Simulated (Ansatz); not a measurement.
# revPBE/STO-3G run of GeF2 (SMILES [F][Ge][F])

What is the electronic atomisation energy of GeF2 at revPBE/STO-3G? 

Program for the calculation: Ansatz 0.2.0.

48 further runs of the same task are left out: 12 that didn't finish, 36 set aside as unsound or not needed.

**1. The molecule**

The species is GeF2 (3 atoms), meant as a singlet with charge 0. SMILES: `[F][Ge][F]`. Geometry: relaxed at PBE0-D4/def2-TZVP.

Bond lengths: F1–Ge2 1.745 Å, Ge2–F3 1.745 Å. Angles: F1–Ge2–F3 97.2°.

**2. The energy at revPBE/STO-3G**

Contents of molecule.yaml:

```yaml
crystal:
  periodic: [false, false, false]
  atoms:
    - {symbol: F, position_ang: [-0.675900, -1.101800, -0.497500]}
    - {symbol: Ge, position_ang: [0.637500, -0.295200, 0.320200]}
    - {symbol: F, position_ang: [0.027600, 1.332100, 0.164100]}
basis:
  gaussian: {orbitals: STO-3G}
total_charge: 0
accuracy: high
hamiltonian: {xc: {name: revPBE}}
```

The run is started by

```
$ ansatz run molecule.yaml --threads 1 --pin off --max-ram 2610MiB --events-out events.jsonl --progress --plain --runs-dir runs
```

What it wrote:

```text
Warning: RAYON_NUM_THREADS=1 ignored (pool sized by the plan → 1); use --threads N
Functional definition: revPBE
  name "revPBE"
  parameter kappa = 1.245
  parameter beta = 0.06672455060314922
  exchange = pbe_x(kappa = kappa, mu = beta*pi^2/3)
  correlation = pbe_c(beta = beta)
426 factors; integrals over basis functions are off by at most 4.4e-9 eV
mean field evaluation 1: about -61113.2559 eV, gradient 1.7e2 eV
mean field evaluation 2: about -61124.5959 eV, gradient 1.2e2 eV
mean field evaluation 4: about -61211.5550 eV, gradient 3.1e1 eV
mean field evaluation 8: about -61211.5551 eV, gradient 3.1e1 eV
mean field evaluation 16: about -61214.4742 eV, gradient 1.1e-2 eV
mean field evaluation 32: about -61164.3959 eV, gradient 6.5e1 eV
mean field -61214.47420173 eV, -2249.5904342526 hartree, gradient 1.1e-8 eV, S^2 0.000000; 0 other end points of the search recorded, 0 dependent functions left out
reference -61214.47420337 eV, -2249.5904343128 hartree; 25, 25 occupied and 3, 3 virtual orbitals, 426 factors
Total energy: -61214.47420337 eV, -2249.5904343128 hartree
```

Run time: 1.6 s. Hardware: 1 thread of Arm Neoverse V1, shared host; peak memory 0.093 GiB.

**3. The F atom at the same level**

Contents of run.yaml:

```yaml
crystal:
  periodic: [false, false, false]
  atoms:
    - {symbol: F, position_ang: [0.000000, 0.000000, 0.000000]}
basis:
  gaussian:
    orbitals: STO-3G
magnetization:
  spin_polarized: true
  initial_magnetization: 1
hamiltonian:
  xc: {name: revPBE}
accuracy: high
```

Run the same way, it converges to -98.24365 Eh (log not shown).

**4. The Ge atom, same level**

Contents of input.yaml:

```yaml
crystal:
  periodic: [false, false, false]
  atoms:
    - symbol: Ge
      position_ang: [0.000000, 0.000000, 0.000000]
basis:
  gaussian:
    orbitals: STO-3G
magnetization:
  spin_polarized: true
  initial_magnetization: 2
hamiltonian:
  xc: {name: revPBE}
accuracy: high
```

Run the same way, it converges to -2052.67318 Eh (log not shown).

**5. What came out**

Level: revPBE/STO-3G.

```
                     quantity           value
       molecule: total energy  -2249.59043 Eh
         F atom: total energy    -98.24365 Eh
                 F atom: ⟨S²⟩           0.750
        Ge atom: total energy  -2052.67318 Eh
                Ge atom: ⟨S²⟩           2.285
electronic atomisation energy       11.700 eV
```

What this shows: Taking the molecule apart into free atoms costs 11.70 eV (1129 kJ/mol), before zero-point energy and without spin-orbit coupling. In a minimal basis such a difference can be off by several eV, whatever the method. ⟨S²⟩ (Ge atom) is 2.28 where a pure triplet has 2.00: the reference is spin-contaminated.
